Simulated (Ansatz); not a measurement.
A nudged elastic band was laid between two geometries of a periodic cell of 17 atoms, TiSi₁₆ (host Si, host structure diamond, interstitial Ti).

All numbers below come from DFT PBE-D3(BJ), scalar-relativistic, plane waves, PAW (Ansatz 0.2.0). Settings: PAW set soft_1, cutoff 420 eV, k mesh 2x2x2, fermi-dirac smearing 0.02 eV, no spin polarisation.

| Item | Value |
| --- | --- |
| movable images | 3 |
| climbing image | yes |
| spring | 5.0 eV/Å² |
| optimiser | quadratic models (default) |
| start path | IDPP |
| force threshold | 0.05 eV/Å |
| iteration limit | 80 |
| end points | relaxed |

Image 0:

```xyz
17
Lattice="0.0000 5.4300 5.4300 5.4300 0.0000 5.4300 5.4300 5.4300 0.0000" Properties=species:S:1:pos:R:3
Si 0.040 -0.048 -0.047
Si 1.386 1.355 1.356
Si 2.692 2.730 -0.016
Si 4.067 4.035 1.356
Si 2.692 -0.018 2.731
Si 4.067 1.355 4.036
Si 5.440 2.730 2.731
Si 6.780 4.071 4.073
Si 0.038 2.759 2.760
Si 1.354 4.070 4.070
Si 2.666 5.385 2.759
Si 4.066 6.787 4.108
Si 2.665 2.759 5.385
Si 4.066 4.107 6.788
Si 5.439 5.413 5.414
Si 6.747 6.787 6.787
Ti 9.498 6.786 6.786
```

Image 4:

```xyz
17
Lattice="0.0000 5.4300 5.4300 5.4300 0.0000 5.4300 5.4300 5.4300 0.0000" Properties=species:S:1:pos:R:3
Si 0.004 0.004 -0.001
Si 1.346 1.345 1.341
Si 2.719 2.719 0.036
Si 4.093 4.093 1.342
Si 2.718 0.040 2.717
Si 4.093 1.346 4.088
Si 5.399 2.721 2.716
Si 6.746 4.123 4.119
Si 0.040 2.717 2.716
Si 1.347 4.092 4.088
Si 2.721 5.399 2.716
Si 4.123 6.745 4.119
Si 2.719 2.719 5.394
Si 4.120 4.119 6.744
Si 5.434 5.434 5.435
Si 6.749 6.748 6.744
Ti 8.149 8.149 8.148
```

(1) What changes between the two ends?

(2) What energy profile does the band end with?

(3) What is the geometry of the highest image?

## Answers

(1) Contacts lost: Si1–Ti17, Si2–Ti17, Si4–Ti17, Si6–Ti17. Contacts made: Si3–Ti17, Si5–Ti17, Si7–Ti17, Si8–Ti17. The atom that moves furthest is Ti17, by 2.35 Å.

(2) The run converged. The highest image is number 2 of 0 to 4, 1.71 eV above the ends, which have the same energy within 2 meV. Neighbouring images differ by up to 1.2 eV, so the band resolves the path poorly. By the program's own check the climbing image is of a kind that is not told: the force calls were inconclusive, a negative curvature could not be distinguished from the path's own, the only one lies far off the path, or fixed occupations may fill a level only in part (lowest curvatures found: -4.31 and 0.07 eV/Å²). Limits of this set-up: coarse k mesh.

| image | path coordinate (Å) | energy (eV) | Si1–Ti17 (Å) | Si2–Ti17 (Å) | Si4–Ti17 (Å) |
| --- | --- | --- | --- | --- | --- |
| 0 | 0.00 | 0.00 | 2.43 | 2.75 | 2.75 |
| 1 | 0.79 | 0.48 | 2.52 | 2.96 | 2.96 |
| 2 | 1.58 | 1.71 | 3.21 | 3.51 | 3.51 |
| 3 | 2.37 | 0.48 | 4.03 | 4.14 | 4.14 |
| 4 | 3.16 | 0.00 | 4.70 | 4.50 | 4.50 |

(3) 
```xyz
17
Lattice="0.0000 5.4300 5.4300 5.4300 0.0000 5.4300 5.4300 5.4300 0.0000" Properties=species:S:1:pos:R:3
Si -0.186 0.186 0.184
Si 1.366 1.426 1.423
Si 2.785 2.646 0.006
Si 4.003 4.066 1.425
Si 2.782 0.010 2.647
Si 4.002 1.429 4.066
Si 5.420 2.650 2.648
Si 6.972 3.889 3.889
Si 0.129 2.822 2.820
Si 1.172 4.256 4.253
Si 2.606 5.302 2.823
Si 4.183 6.678 4.200
Si 2.605 2.826 5.304
Si 4.179 4.202 6.681
Si 5.614 5.248 5.251
Si 6.657 6.683 6.683
Ti 8.823 7.467 7.468
```

The run took 4.7 min on 1 thread of AMD EPYC 7B13 (Zen 3), with other jobs on the host, peak memory 0.83 GiB.
